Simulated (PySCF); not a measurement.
**A gas-phase reaction: Cl4Ti + FH → Cl3FTi + ClH**

Aim: the reaction energy of `[Cl][Ti]([Cl])([Cl])[Cl]` + `F` → `[F][Ti]([Cl])([Cl])[Cl]` + `Cl`.

Computed with PySCF 2.14.0; each step states its level. No surroundings beyond the atoms listed, unless a continuum is named. Atoms count from 0, parts from 1.

## 1. Starting point

Each species was relaxed by itself at GFN2-xTB.

## 2. Reaction energy: PBE0-D3(BJ)/def2-TZVP

The job: settings as JSON, then the geometry in Å.

```
{"job": {"kind": "react", "xc": "PBE0", "basis": "def2-TZVP", "disp": "d3bj"}, "charge": 0, "multiplicity": 1}
-1 Cl4Ti charge 0 multiplicity 1
Cl     0.577380     1.340930    -1.524690
Ti    -0.000060     0.000200     0.000470
Cl     0.429580    -1.977090    -0.602080
Cl     1.065060     0.444190     1.768290
Cl    -2.071960     0.191770     0.358020

-1 FH charge 0 multiplicity 1
F      0.465870     0.011710    -0.014210
H     -0.465870    -0.011710     0.014210

+1 Cl3FTi charge 0 multiplicity 1
F      0.466420     1.152820    -1.343020
Ti     0.035040     0.086750    -0.100720
Cl     0.428510    -1.923990    -0.606780
Cl     1.089800     0.480790     1.684240
Cl    -2.019770     0.203620     0.366290

+1 ClH charge 0 multiplicity 1
Cl     0.638270     0.011420    -0.013870
H     -0.638270    -0.011420     0.013870
```

Method: PBE0-D3(BJ)/def2-TZVP reaction energy of separated species, gas phase.

The run is started by

```
> OMP_NUM_THREADS=1 python cluster_run.py task.json out
```

The driver reads the jobs from task.json and runs them one after another.

The program printed:

```text
species 1 (Cl4Ti)
coarse grid: 32720 points
cycle   1  E = -2689.6535101994  dE =  5.005e-01  |g| = 7.505e-01  |ddm| = 2.361e+00
cycle   2  E = -2684.8556375573  dE =  4.798e+00  |g| = 6.030e+00  |ddm| = 2.216e+00
cycle   3  E = -2689.7116243070  dE = -4.856e+00  |g| = 6.349e-01  |ddm| = 1.584e+00
cycle   4  E = -2689.7857690616  dE = -7.414e-02  |g| = 5.482e-02  |ddm| = 2.937e-01
cycle   5  E = -2689.7862366125  dE = -4.676e-04  |g| = 1.241e-02  |ddm| = 2.815e-02
cycle   6  E = -2689.7862653324  dE = -2.872e-05  |g| = 4.859e-03  |ddm| = 9.958e-03
cycle   7  E = -2689.7862708663  dE = -5.534e-06  |g| = 3.456e-04  |ddm| = 2.429e-03
final grid: 60240 points
cycle   8  E = -2689.7861911993  dE = -1.271e-07  |g| = 2.335e-04  |ddm| = 1.068e-03
cycle   9  E = -2689.7861912056  dE = -6.335e-09  |g| = 1.905e-04  |ddm| = 3.417e-04
cycle  10  E = -2689.7861912121  dE = -6.410e-09  |g| = 5.502e-05  |ddm| = 1.606e-04
cycle  11  E = -2689.7861912123  dE = -2.765e-10  |g| = 4.525e-05  |ddm| = 5.039e-05
cycle  12  E = -2689.7861912128  dE = -4.197e-10  |g| = 1.531e-05  |ddm| = 2.982e-05
converged SCF energy = -2689.7861912128

species 2 (FH)
coarse grid: 1712 points
cycle   1  E = -100.3511798644  dE = -4.482e-02  |g| = 4.935e-01  |ddm| = 6.684e-01
cycle   2  E = -100.3220587891  dE =  2.912e-02  |g| = 6.998e-01  |ddm| = 5.340e-01
cycle   3  E = -100.3906572451  dE = -6.860e-02  |g| = 2.230e-02  |ddm| = 2.888e-01
cycle   4  E = -100.3907275375  dE = -7.029e-05  |g| = 4.372e-03  |ddm| = 1.019e-02
cycle   5  E = -100.3907297520  dE = -2.214e-06  |g| = 2.358e-04  |ddm| = 1.509e-03
final grid: 16976 points
cycle   6  E = -100.3917037565  dE = -1.957e-05  |g| = 3.902e-03  |ddm| = 6.137e-03
cycle   7  E = -100.3917022215  dE =  1.535e-06  |g| = 5.178e-03  |ddm| = 3.485e-03
cycle   8  E = -100.3917057944  dE = -3.573e-06  |g| = 9.106e-05  |ddm| = 1.988e-03
cycle   9  E = -100.3917057954  dE = -9.757e-10  |g| = 1.727e-05  |ddm| = 4.291e-05
converged SCF energy = -100.3917057954

species 3 (Cl3FTi)
coarse grid: 31704 points
cycle   1  E = -2329.3316143788  dE =  4.338e-01  |g| = 9.713e-01  |ddm| = 2.348e+00
cycle   2  E = -2323.5442091983  dE =  5.787e+00  |g| = 6.831e+00  |ddm| = 2.339e+00
cycle   3  E = -2329.4384937169  dE = -5.894e+00  |g| = 7.169e-01  |ddm| = 1.703e+00
cycle   4  E = -2329.5160717657  dE = -7.758e-02  |g| = 1.482e-01  |ddm| = 2.626e-01
cycle   5  E = -2329.5197352962  dE = -3.664e-03  |g| = 5.827e-02  |ddm| = 9.188e-02
cycle   6  E = -2329.5203493348  dE = -6.140e-04  |g| = 1.446e-02  |ddm| = 3.502e-02
cycle   7  E = -2329.5203921046  dE = -4.277e-05  |g| = 2.388e-03  |ddm| = 8.399e-03
cycle   8  E = -2329.5203933871  dE = -1.283e-06  |g| = 7.171e-04  |ddm| = 1.706e-03
final grid: 60096 points
cycle   9  E = -2329.5203107938  dE =  1.847e-07  |g| = 1.759e-03  |ddm| = 1.288e-03
cycle  10  E = -2329.5203068599  dE =  3.934e-06  |g| = 4.993e-03  |ddm| = 2.788e-03
cycle  11  E = -2329.5203112387  dE = -4.379e-06  |g| = 6.281e-04  |ddm| = 2.265e-03
cycle  12  E = -2329.5203113232  dE = -8.444e-08  |g| = 3.929e-05  |ddm| = 3.483e-04
cycle  13  E = -2329.5203113235  dE = -3.174e-10  |g| = 9.029e-06  |ddm| = 2.752e-05
converged SCF energy = -2329.5203113235

species 4 (ClH)
coarse grid: 2248 points
cycle   1  E = -460.6524241409  dE = -4.058e-02  |g| = 1.895e-01  |ddm| = 8.038e-01
cycle   2  E = -460.6555394208  dE = -3.115e-03  |g| = 1.824e-01  |ddm| = 3.511e-01
cycle   3  E = -460.6639451992  dE = -8.406e-03  |g| = 1.430e-02  |ddm| = 1.607e-01
cycle   4  E = -460.6639657418  dE = -2.054e-05  |g| = 2.791e-03  |ddm| = 7.430e-03
cycle   5  E = -460.6639674164  dE = -1.675e-06  |g| = 1.052e-03  |ddm| = 2.565e-03
final grid: 17120 points
cycle   6  E = -460.6643949537  dE = -4.343e-06  |g| = 2.193e-03  |ddm| = 4.675e-03
cycle   7  E = -460.6643950527  dE = -9.902e-08  |g| = 1.749e-03  |ddm| = 2.793e-03
cycle   8  E = -460.6643956044  dE = -5.517e-07  |g| = 1.343e-04  |ddm| = 1.428e-03
cycle   9  E = -460.6643956095  dE = -5.121e-09  |g| = 2.166e-05  |ddm| = 1.072e-04
cycle  10  E = -460.6643956097  dE = -1.071e-10  |g| = 4.336e-06  |ddm| = 1.729e-05
converged SCF energy = -460.6643956097

Reaction energy = -3.167 kcal/mol
```

Run time: 10 s. Hardware: 1 thread of AMD EPYC 9R45, shared host; peak memory 0.62 GiB.

Species by species (with the dispersion term, which the log's SCF energies lack):

```
 ν                   species  energy (Eh)  HOMO (eV)
-1  [Cl][Ti]([Cl])([Cl])[Cl]  -2689.79464      -9.61
-1                         F   -100.39179     -11.61
+1   [F][Ti]([Cl])([Cl])[Cl]  -2329.52682      -9.57
+1                        Cl   -460.66466      -9.41
```

## 3. Reaction energy: B97-D3(BJ)/def2-TZVP

The job, as its differences from that of step 2:

```diff
@@ -1,2 +1,2 @@
-{"job": {"kind": "react", "xc": "PBE0", "basis": "def2-TZVP", "disp": "d3bj"}, "charge": 0, "multiplicity": 1}
+{"job": {"kind": "react", "xc": "B97-D3(BJ)", "basis": "def2-TZVP"}, "charge": 0, "multiplicity": 1}
 -1 Cl4Ti charge 0 multiplicity 1
```

With the program's defaults for keys left out, this is: B97-D3(BJ)/def2-TZVP reaction energy of separated species, gas phase.

The program printed:

```text
species 1 (Cl4Ti)
coarse grid: 32720 points
cycle   1  E = -2690.8454622693  dE =  4.395e-01  |g| = 5.032e-01  |ddm| = 2.506e+00
cycle   2  E = -2690.3686873197  dE =  4.768e-01  |g| = 1.838e+00  |ddm| = 1.117e+00
cycle   3  E = -2690.8012846328  dE = -4.326e-01  |g| = 6.509e-01  |ddm| = 9.256e-01
cycle   4  E = -2690.8857562972  dE = -8.447e-02  |g| = 3.127e-01  |ddm| = 4.900e-01
cycle   5  E = -2690.9053753245  dE = -1.962e-02  |g| = 3.227e-02  |ddm| = 1.319e-01
cycle   6  E = -2690.9055560908  dE = -1.808e-04  |g| = 3.480e-03  |ddm| = 1.692e-02
cycle   7  E = -2690.9055583966  dE = -2.306e-06  |g| = 6.871e-04  |ddm| = 1.948e-03
final grid: 60240 points
cycle   8  E = -2690.9054461521  dE =  1.202e-06  |g| = 2.536e-03  |ddm| = 2.686e-03
cycle   9  E = -2690.9054116448  dE =  3.451e-05  |g| = 1.298e-02  |ddm| = 7.872e-03
cycle  10  E = -2690.9054467514  dE = -3.511e-05  |g| = 1.833e-03  |ddm| = 6.407e-03
cycle  11  E = -2690.9054476899  dE = -9.385e-07  |g| = 4.252e-05  |ddm| = 1.445e-03
cycle  12  E = -2690.9054476903  dE = -3.665e-10  |g| = 1.422e-05  |ddm| = 3.295e-05
converged SCF energy = -2690.9054476903

species 2 (FH)
coarse grid: 1712 points
cycle   1  E = -100.3902381957  dE =  1.102e-02  |g| = 6.063e-01  |ddm| = 6.880e-01
cycle   2  E = -100.2603683893  dE =  1.299e-01  |g| = 1.135e+00  |ddm| = 7.830e-01
cycle   3  E = -100.4473090132  dE = -1.869e-01  |g| = 1.898e-02  |ddm| = 5.039e-01
cycle   4  E = -100.4473591734  dE = -5.016e-05  |g| = 6.888e-03  |ddm| = 1.184e-02
cycle   5  E = -100.4473649673  dE = -5.794e-06  |g| = 1.285e-03  |ddm| = 2.763e-03
final grid: 16976 points
cycle   6  E = -100.4451765533  dE = -1.777e-05  |g| = 2.090e-02  |ddm| = 1.280e-02
cycle   7  E = -100.4450640066  dE =  1.125e-04  |g| = 3.534e-02  |ddm| = 2.181e-02
cycle   8  E = -100.4452340373  dE = -1.700e-04  |g| = 5.612e-04  |ddm| = 1.419e-02
cycle   9  E = -100.4452340757  dE = -3.838e-08  |g| = 8.156e-05  |ddm| = 2.419e-04
cycle  10  E = -100.4452340766  dE = -8.886e-10  |g| = 9.480e-06  |ddm| = 3.576e-05
converged SCF energy = -100.4452340766

species 3 (Cl3FTi)
coarse grid: 31704 points
cycle   1  E = -2330.3856299303  dE =  4.081e-01  |g| = 8.322e-01  |ddm| = 2.475e+00
cycle   2  E = -2325.0791251870  dE =  5.307e+00  |g| = 6.389e+00  |ddm| = 2.112e+00
cycle   3  E = -2330.4418929992  dE = -5.363e+00  |g| = 6.412e-01  |ddm| = 1.700e+00
cycle   4  E = -2330.4661779557  dE = -2.428e-02  |g| = 4.676e-01  |ddm| = 4.414e-01
cycle   5  E = -2330.5069757604  dE = -4.080e-02  |g| = 1.226e-01  |ddm| = 2.374e-01
cycle   6  E = -2330.5097271823  dE = -2.751e-03  |g| = 2.382e-02  |ddm| = 6.207e-02
cycle   7  E = -2330.5098226126  dE = -9.543e-05  |g| = 7.525e-03  |ddm| = 1.345e-02
cycle   8  E = -2330.5098351151  dE = -1.250e-05  |g| = 7.859e-04  |ddm| = 4.780e-03
cycle   9  E = -2330.5098352727  dE = -1.576e-07  |g| = 3.223e-04  |ddm| = 8.241e-04
final grid: 60096 points
cycle  10  E = -2330.5097243281  dE = -8.370e-08  |g| = 1.458e-03  |ddm| = 2.146e-03
cycle  11  E = -2330.5097135342  dE =  1.079e-05  |g| = 7.158e-03  |ddm| = 4.422e-03
cycle  12  E = -2330.5097246864  dE = -1.115e-05  |g| = 8.920e-04  |ddm| = 3.584e-03
cycle  13  E = -2330.5097248295  dE = -1.431e-07  |g| = 1.133e-04  |ddm| = 4.319e-04
cycle  14  E = -2330.5097248318  dE = -2.356e-09  |g| = 3.087e-05  |ddm| = 7.197e-05
cycle  15  E = -2330.5097248320  dE = -2.092e-10  |g| = 1.309e-05  |ddm| = 3.400e-05
converged SCF energy = -2330.5097248320

species 4 (ClH)
coarse grid: 2248 points
cycle   1  E = -460.8475328302  dE = -1.719e-02  |g| = 2.367e-01  |ddm| = 8.350e-01
cycle   2  E = -460.8407230840  dE =  6.810e-03  |g| = 3.125e-01  |ddm| = 5.200e-01
cycle   3  E = -460.8629992338  dE = -2.228e-02  |g| = 2.278e-02  |ddm| = 2.749e-01
cycle   4  E = -460.8630949354  dE = -9.570e-05  |g| = 1.058e-02  |ddm| = 2.156e-02
cycle   5  E = -460.8631265264  dE = -3.159e-05  |g| = 6.014e-04  |ddm| = 7.421e-03
cycle   6  E = -460.8631266333  dE = -1.069e-07  |g| = 4.879e-05  |ddm| = 5.046e-04
final grid: 17120 points
cycle   7  E = -460.8492696100  dE = -8.981e-06  |g| = 9.031e-03  |ddm| = 1.435e-02
cycle   8  E = -460.8492673789  dE =  2.231e-06  |g| = 8.235e-03  |ddm| = 1.227e-02
cycle   9  E = -460.8492783384  dE = -1.096e-05  |g| = 1.059e-03  |ddm| = 7.422e-03
cycle  10  E = -460.8492786515  dE = -3.131e-07  |g| = 2.247e-04  |ddm| = 9.508e-04
cycle  11  E = -460.8492786649  dE = -1.342e-08  |g| = 3.110e-06  |ddm| = 1.642e-04
cycle  12  E = -460.8492786649  dE = -3.013e-12  |g| = 5.990e-07  |ddm| = 3.579e-06
converged SCF energy = -460.8492786649

Reaction energy = -3.159 kcal/mol
```

Wall time 23 s (1 thread of AMD EPYC 9R45, shared host); peak memory 0.45 GiB.

Reaction energy at this level: -3.16 kcal/mol.

## 4. Reaction energy: TPSSh-D3(BJ)/pcseg-1

The job, as its differences from that of step 3:

```diff
@@ -1,2 +1,2 @@
-{"job": {"kind": "react", "xc": "B97-D3(BJ)", "basis": "def2-TZVP"}, "charge": 0, "multiplicity": 1}
+{"job": {"kind": "react", "xc": "TPSSh", "basis": "pcseg-1", "disp": "d3bj", "scf": {"conv": 0.1, "max_cycle": 77}}, "charge": 0, "multiplicity": 1}
 -1 Cl4Ti charge 0 multiplicity 1
```

With the program's defaults for keys left out, this is: TPSSh-D3(BJ)/pcseg-1 reaction energy of separated species, gas phase.

The program printed:

```text
species 1 (Cl4Ti)
final grid: 60240 points
cycle   1  E = -2690.3033655922  dE =  5.079e-01  |g| = 6.218e-01  |ddm| = 3.252e+00
cycle   2  E = -2683.5098266595  dE =  6.794e+00  |g| = 5.876e+00  |ddm| = 3.931e+00
cycle   3  E = -2690.3201446236  dE = -6.810e+00  |g| = 6.814e-01  |ddm| = 2.978e+00
cycle   4  E = -2690.4240593048  dE = -1.039e-01  |g| = 1.555e-01  |ddm| = 4.389e-01
cycle   5  E = -2690.4303646779  dE = -6.305e-03  |g| = 1.489e-02  |ddm| = 1.419e-01
converged SCF energy = -2690.4303646779

species 2 (FH)
final grid: 16976 points
cycle   1  E = -100.3739909067  dE = -2.630e-02  |g| = 4.742e-01  |ddm| = 9.728e-01
cycle   2  E = -100.3430825762  dE =  3.091e-02  |g| = 6.660e-01  |ddm| = 5.901e-01
cycle   3  E = -100.4108521578  dE = -6.777e-02  |g| = 1.838e-02  |ddm| = 3.368e-01
converged SCF energy = -100.4108521578

species 3 (Cl3FTi)
final grid: 60096 points
cycle   1  E = -2329.8828654392  dE =  4.449e-01  |g| = 8.212e-01  |ddm| = 3.144e+00
cycle   2  E = -2321.8958236225  dE =  7.987e+00  |g| = 6.724e+00  |ddm| = 4.007e+00
cycle   3  E = -2329.9428722822  dE = -8.047e+00  |g| = 7.444e-01  |ddm| = 3.076e+00
cycle   4  E = -2330.0501617145  dE = -1.073e-01  |g| = 1.991e-01  |ddm| = 5.022e-01
cycle   5  E = -2330.0533743050  dE = -3.213e-03  |g| = 1.323e-01  |ddm| = 1.374e-01
converged SCF energy = -2330.0533743050

species 4 (ClH)
final grid: 17120 points
cycle   1  E = -460.7878408789  dE = -2.815e-02  |g| = 1.787e-01  |ddm| = 1.160e+00
converged SCF energy = -460.7878408789

Reaction energy = 1.500 kcal/mol
```

Wall time 3.6 s (1 thread of AMD EPYC 9R45, shared host); peak memory 0.48 GiB.

The run ended normally, but its values are not to be used for the molecule: the SCF threshold of 0.1 Eh is far too loose.

## 5. Reaction energy: MP2/cc-pVTZ

The job, as its differences from that of step 4:

```diff
@@ -1,2 +1,2 @@
-{"job": {"kind": "react", "xc": "TPSSh", "basis": "pcseg-1", "disp": "d3bj", "scf": {"conv": 0.1, "max_cycle": 77}}, "charge": 0, "multiplicity": 1}
+{"job": {"kind": "react", "xc": "MP2", "basis": "cc-pVTZ", "scf": {"max_cycle": 64}}, "charge": 0, "multiplicity": 1}
 -1 Cl4Ti charge 0 multiplicity 1
```

Level: MP2/cc-pVTZ reaction energy of separated species, gas phase.

The program printed:

```text
species 1 (Cl4Ti)
final grid: 60240 points
cycle   1  E = -2686.4709882423  dE =  5.582e-01  |g| = 1.048e+00  |ddm| = 4.395e+00
cycle   2  E = -2685.6701361740  dE =  8.009e-01  |g| = 2.539e+00  |ddm| = 1.265e+01
cycle   3  E = -2686.7502947566  dE = -1.080e+00  |g| = 1.042e-01  |ddm| = 8.712e+00
cycle   4  E = -2686.7538329034  dE = -3.538e-03  |g| = 3.132e-02  |ddm| = 2.224e-01
cycle   5  E = -2686.7542324942  dE = -3.996e-04  |g| = 1.051e-02  |ddm| = 1.576e-01
cycle   6  E = -2686.7543558500  dE = -1.234e-04  |g| = 3.507e-03  |ddm| = 4.690e-02
cycle   7  E = -2686.7543697392  dE = -1.389e-05  |g| = 1.272e-03  |ddm| = 3.226e-02
cycle   8  E = -2686.7543706605  dE = -9.212e-07  |g| = 2.055e-04  |ddm| = 9.480e-03
cycle   9  E = -2686.7543706920  dE = -3.158e-08  |g| = 4.971e-05  |ddm| = 1.744e-03
cycle  10  E = -2686.7543706930  dE = -9.941e-10  |g| = 6.290e-06  |ddm| = 2.481e-04
converged SCF energy = -2686.7543706930

species 2 (FH)
final grid: 16976 points
cycle   1  E = -100.0284816298  dE = -1.836e-01  |g| = 4.075e-01  |ddm| = 1.949e+00
cycle   2  E = -100.0503855560  dE = -2.190e-02  |g| = 2.349e-01  |ddm| = 7.211e-01
cycle   3  E = -100.0568893366  dE = -6.504e-03  |g| = 2.253e-02  |ddm| = 2.139e-01
cycle   4  E = -100.0570098837  dE = -1.205e-04  |g| = 6.786e-03  |ddm| = 3.256e-02
cycle   5  E = -100.0570277661  dE = -1.788e-05  |g| = 1.474e-03  |ddm| = 1.382e-02
cycle   6  E = -100.0570289892  dE = -1.223e-06  |g| = 2.204e-04  |ddm| = 3.261e-03
cycle   7  E = -100.0570290165  dE = -2.723e-08  |g| = 2.009e-05  |ddm| = 6.051e-04
cycle   8  E = -100.0570290166  dE = -1.849e-10  |g| = 1.851e-06  |ddm| = 6.695e-05
converged SCF energy = -100.0570290166

species 3 (Cl3FTi)
final grid: 60096 points
cycle   1  E = -2326.4229653739  dE =  3.445e-01  |g| = 1.141e+00  |ddm| = 4.378e+00
cycle   2  E = -2325.9559279296  dE =  4.670e-01  |g| = 2.135e+00  |ddm| = 1.346e+01
cycle   3  E = -2326.7140019533  dE = -7.581e-01  |g| = 1.054e-01  |ddm| = 9.523e+00
cycle   4  E = -2326.7160159084  dE = -2.014e-03  |g| = 5.713e-02  |ddm| = 6.184e-01
cycle   5  E = -2326.7166548459  dE = -6.389e-04  |g| = 1.353e-02  |ddm| = 2.061e-01
cycle   6  E = -2326.7167730751  dE = -1.182e-04  |g| = 5.270e-03  |ddm| = 5.341e-02
cycle   7  E = -2326.7168018507  dE = -2.878e-05  |g| = 1.662e-03  |ddm| = 2.121e-02
cycle   8  E = -2326.7168044263  dE = -2.576e-06  |g| = 4.158e-04  |ddm| = 1.877e-02
cycle   9  E = -2326.7168045432  dE = -1.169e-07  |g| = 8.592e-05  |ddm| = 3.629e-03
cycle  10  E = -2326.7168045480  dE = -4.730e-09  |g| = 3.275e-05  |ddm| = 2.926e-04
cycle  11  E = -2326.7168045489  dE = -9.741e-10  |g| = 1.241e-05  |ddm| = 1.159e-04
converged SCF energy = -2326.7168045489

species 4 (ClH)
final grid: 17120 points
cycle   1  E = -460.0900341637  dE = -9.094e-02  |g| = 2.117e-01  |ddm| = 1.842e+00
cycle   2  E = -460.1049375429  dE = -1.490e-02  |g| = 7.872e-02  |ddm| = 4.583e-01
cycle   3  E = -460.1065742790  dE = -1.637e-03  |g| = 1.660e-02  |ddm| = 8.979e-02
cycle   4  E = -460.1067546347  dE = -1.804e-04  |g| = 4.917e-03  |ddm| = 3.028e-02
cycle   5  E = -460.1067723600  dE = -1.773e-05  |g| = 7.929e-04  |ddm| = 1.100e-02
cycle   6  E = -460.1067727212  dE = -3.612e-07  |g| = 1.902e-04  |ddm| = 1.678e-03
cycle   7  E = -460.1067727407  dE = -1.946e-08  |g| = 2.498e-05  |ddm| = 5.848e-04
cycle   8  E = -460.1067727410  dE = -3.034e-10  |g| = 4.109e-06  |ddm| = 6.911e-05
converged SCF energy = -460.1067727410

Reaction energy = 0.761 kcal/mol
```

Run time: 7 s. Hardware: 1 thread of AMD EPYC 9R45, shared host; peak memory 0.54 GiB.

The cap on cycles was not reached: the SCF converged in each of its 4 runs, the longest in 11 cycles.

Reaction energy at this level: 0.76 kcal/mol.

## 6. Comparing the runs

Energies in kcal/mol, with wall time:

```
                  run  reaction  time
PBE0-D3(BJ)/def2-TZVP     -3.17  10 s
 B97-D3(BJ)/def2-TZVP     -3.16  23 s
          MP2/cc-pVTZ      0.76   7 s
```

## 7. Outcome

| quantity | value |
| --- | --- |
| reaction energy (PBE0-D3(BJ)/def2-TZVP) | -3.17 kcal/mol |
| ΔH, ΔG at 298 K (xTB thermal terms) | -4.7, -5.7 kcal/mol |
| range of the reaction energy over the runs of this table | -3.17 to 0.76 kcal/mol |
| runs | 4, of which 0 failed and 1 ended on unsound input |

The reaction is exothermic by 4.7 kcal/mol in the gas phase; dispersion gives +1.11, and xTB itself gave -29.64 for the electronic energy (xTB energies and thermal terms come from the earlier relaxation of each species, not shown). No barrier was sought. xTB and this level differ widely in the electronic energy, so what comes from xTB (the thermal terms above all) is less safe here. The reaction energy runs from -3.17 (PBE0-D3(BJ)/def2-TZVP) to 0.76 kcal/mol (MP2/cc-pVTZ). Tight-binding geometries are rough for metal atoms; that holds for every run here that uses one unrelaxed.
